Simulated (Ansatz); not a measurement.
# KO: the cost of one run

All numbers are computed with Ansatz 0.2.0, driven from Python. The levels of theory stand in the script.

## (1) Starting point

Bond lengths: K1–O2 2.645 Å.

Input file ko.xyz:

```xyz
2

K     0.00000    0.00000    0.00000
O     0.00000    0.00000    2.64500
```

## (2) The script

basis_ko.py

```python
"""Basis-set convergence for KO(+)."""

import ansatz as az

system = az.Crystal.molecule_from_extxyz("ko.xyz")

setup = (
    system.calculation()
    .functional("pbe0", dispersion="d3bj")
    .charge(1)
    .spin("collinear", total=2)
)

energies = {}
for basis in ["STO-3G", "6-31G", "6-31G*", "def2-SVP", "def2-SVPD", "def2-TZVP", "def2-TZVPP"]:
    data = setup.basis(gaussian=basis).run(threads=1).report
    size = data["n_frozen"] + data["n_occupied"][0] + data["n_virtual"][0]
    energies[basis] = (data["reference_energy_ev"] / 27.211386246, data["free_energy_ev"] / 27.211386246)
    print(f"{basis:14s} {size:4d} orbitals  reference {energies[basis][0]:14.6f} Ha  total {energies[basis][1]:14.6f} Ha")

last = energies["def2-TZVPP"][1]
for basis, (_, total) in energies.items():
    print(f"{basis:14s} lies {27.211386 * (total - last):9.4f} eV above def2-TZVPP")
```

## (3) The calls as engine input

The engine receives this input (first run):

```yaml
crystal:
  periodic: [false, false, false]
  atoms:
    - { symbol: K, position_ang: [0.0, 0.0, 0.0] }
    - { symbol: O, position_ang: [0.0, 0.0, 2.645] }
basis:
  gaussian:
    orbitals: STO-3G
hamiltonian:
  xc: pbe0
  dispersion: d3bj
magnetization:
  spin_polarized: true
  initial_magnetization: 2.0
total_charge: 1.0
```

## (4) Launch

On the command line:

```bash
python basis_ko.py
```

What time and memory should one allow on 1 thread of Arm Neoverse V2, shared host?

About 26 s, with a peak of 0.22 GiB.
